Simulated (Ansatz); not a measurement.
# HfAl2N3: the cost of one run

Computed with Ansatz 0.2.0 (DFT PBE, scalar-relativistic, plane waves, PAW, unless a step's input says otherwise).

**1. The system as given**

The structure is hexagonal, space group P6_3/mmc (No. 194). Conventional cell: a = 3.314 Å, b = 3.314 Å, c = 17.185 Å, α = 90.00°, β = 90.00°, γ = 120.00°. Around Hf (site symmetry -6m2) lie 6 N at 2.39 Å. Around Al (site symmetry 3m) lie 6 N at 2.39 Å. Around N (site symmetry -3m) lie 6 Al at 2.39 Å. N (site symmetry 3m) has 3 Hf at 2.39 Å and 3 Al at 2.39 Å as nearest neighbours.

As a file:

```
CELL_PARAMETERS angstrom
3.31416 0.00000 0.00000
-1.65708 2.87015 0.00000
0.00000 0.00000 17.18496
ATOMIC_POSITIONS crystal
Hf 0.66667 0.33333 0.25000
Hf 0.33333 0.66667 0.75000
Al 0.66667 0.33333 0.58333
Al 0.66667 0.33333 0.91667
Al 0.33333 0.66667 0.08333
Al 0.33333 0.66667 0.41667
N 0.00000 0.00000 0.00000
N 0.00000 0.00000 0.33333
N 0.00000 0.00000 0.66667
N 0.00000 0.00000 0.16667
N 0.00000 0.00000 0.50000
N 0.00000 0.00000 0.83333
```

The start is an ordering of an alloy on its end members' structure types: elements ordered on the sites of the HfN type, Hf/Al on Hf (P6_3/mmc, No. 194).

**2. Probe: one point on a coarse mesh**

The input, input.yaml:

```yaml
crystal:
  lattice:
    - [3.31415859, 0.0, 0.0]
    - [-1.65707929, 2.87014553, 0.0]
    - [0.0, 0.0, 17.18495912]
  atoms:
    - { symbol: Hf, position: [0.66666667, 0.33333333, 0.25] }
    - { symbol: Hf, position: [0.33333333, 0.66666667, 0.75] }
    - { symbol: Al, position: [0.66666667, 0.33333333, 0.58333333] }
    - { symbol: Al, position: [0.66666667, 0.33333333, 0.91666667] }
    - { symbol: Al, position: [0.33333333, 0.66666667, 0.08333333] }
    - { symbol: Al, position: [0.33333333, 0.66666667, 0.41666667] }
    - { symbol: "N", position: [0.0, 0.0, 0.0] }
    - { symbol: "N", position: [0.0, 0.0, 0.33333333] }
    - { symbol: "N", position: [0.0, 0.0, 0.66666667] }
    - { symbol: "N", position: [0.0, 0.0, 0.16666667] }
    - { symbol: "N", position: [0.0, 0.0, 0.5] }
    - { symbol: "N", position: [0.0, 0.0, 0.83333333] }
basis:
  ecutwfc: 420
kpoints:
  mp_grid: { grid: [6, 6, 1] }
hamiltonian:
  xc: pbe
scf:
  occupations: { method: gaussian, width: 0.1 }
  lower_state_search: "off"
output:
  forces: true
  stress: true
  eigenvalues: true
```

Command:

```console
ansatz run input.yaml --threads 1 --pin off --max-ram 2560MiB --backend cpu --events-out ev --progress --plain --runs-dir out
```

**Question.** How long does this run take on 1 thread of Arm Neoverse V2, shared host, and how much memory does it need?

About 3.5 s, with a peak of 0.42 GiB.
